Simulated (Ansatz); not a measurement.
**C3H9NSi: basis-set convergence**

The task here is to estimate one member of a computed series from the others.

Program: Ansatz 0.2.0, Gaussian basis. Level of theory: one geometry, several basis sets. These are calculated values, not measurements.

Plan: PBE0-D4/def2-SVP; ωB97M-V/def2-SVP; PBE0-D4/def2-QZVPP; ωB97M-V/def2-QZVPP; the functionals' def2-TZVPP values are taken from earlier runs.

## The relaxed structure

An earlier PBE0-D4 in a triple-zeta def2 set relaxation fixed the geometry.

SMILES `CC(C)[Si]N`, 14 atoms, charge 0, spin multiplicity 1.

Atoms are counted from 1 here; the program's logs count them from 0.

Bond lengths: C1–C2 1.520 Å, C1–H6 1.096 Å, C1–H7 1.094 Å, C1–H8 1.096 Å, C2–C3 1.531 Å, C2–Si4 1.926 Å, C2–H9 1.102 Å, C3–H10 1.095 Å, C3–H11 1.094 Å, C3–H12 1.095 Å, Si4–N5 1.707 Å, N5–H13 1.010 Å, N5–H14 1.008 Å. Angles: C2–C1–H6 111.4°, C2–C1–H7 112.2°, C2–C1–H8 111.3°, H6–C1–H7 107.0°, H6–C1–H8 106.6°, H7–C1–H8 107.9°, C1–C2–C3 111.4°, C1–C2–Si4 118.5°, C1–C2–H9 108.5°, C3–C2–Si4 107.7°, C3–C2–H9 107.0°, Si4–C2–H9 102.9°, C2–C3–H10 111.2°, C2–C3–H11 112.1°, C2–C3–H12 111.3°, H10–C3–H11 107.2°, H10–C3–H12 107.2°, H11–C3–H12 107.7° and more.

Set-up of the first run:

Input file in.yaml:

```yaml
crystal:
  periodic: [false, false, false]
  atoms:
    - {symbol: C, position_ang: [-1.053573, -0.235429, 0.669593]}
    - {symbol: C, position_ang: [0.332433, 0.358657, 0.482634]}
    - {symbol: C, position_ang: [1.425375, -0.644233, 0.862558]}
    - {symbol: Si, position_ang: [0.790257, 1.103766, -1.233173]}
    - {symbol: N, position_ang: [-0.631626, 0.767748, -2.116308]}
    - {symbol: H, position_ang: [-1.202286, -0.588868, 1.695845]}
    - {symbol: H, position_ang: [-1.846221, 0.489439, 0.461959]}
    - {symbol: H, position_ang: [-1.207511, -1.100407, 0.015136]}
    - {symbol: H, position_ang: [0.436739, 1.220815, 1.160804]}
    - {symbol: H, position_ang: [1.379439, -1.537106, 0.230246]}
    - {symbol: H, position_ang: [2.428137, -0.220427, 0.753010]}
    - {symbol: H, position_ang: [1.316781, -0.976523, 1.900179]}
    - {symbol: H, position_ang: [-1.458988, 0.304655, -1.768202]}
    - {symbol: H, position_ang: [-0.721956, 1.028815, -3.085479]}
basis:
  gaussian: {orbitals: def2-SVP}
hamiltonian: {xc: pbe0, dispersion: d4}
output: {orbitals: {seedname: orbitals}}
```

Command:

```sh
$ ansatz run in.yaml --threads 4 --pin off --events-out ev --progress --plain --max-ram 10444MiB
```

Among the steps run: PBE0-D4 in def2-SVP; ωB97M-V in def2-SVP; PBE0-D4 in def2-QZVPP; ωB97M-V in def2-QZVPP.

One table of the session follows, with a row left open; its other results are not shown here.

It belongs to the step «Functionals by basis». 

| functional | basis | HOMO (eV) |
| --- | --- | --- |
| PBE0-D4 | def2-SVP | -5.78 |
| PBE0-D4 | def2-TZVPP | ? |
| PBE0-D4 | def2-QZVPP | -5.91 |
| ωB97M-V | def2-SVP | -7.85 |
| ωB97M-V | def2-TZVPP | -7.96 |
| ωB97M-V | def2-QZVPP | -8.00 |

**Question.** Estimate the row for PBE0-D4, def2-TZVPP.

As computed: HOMO (eV): -5.87. In the column «HOMO (eV)» it lies between PBE0-D4, def2-QZVPP (-5.91) and PBE0-D4, def2-SVP (-5.78).
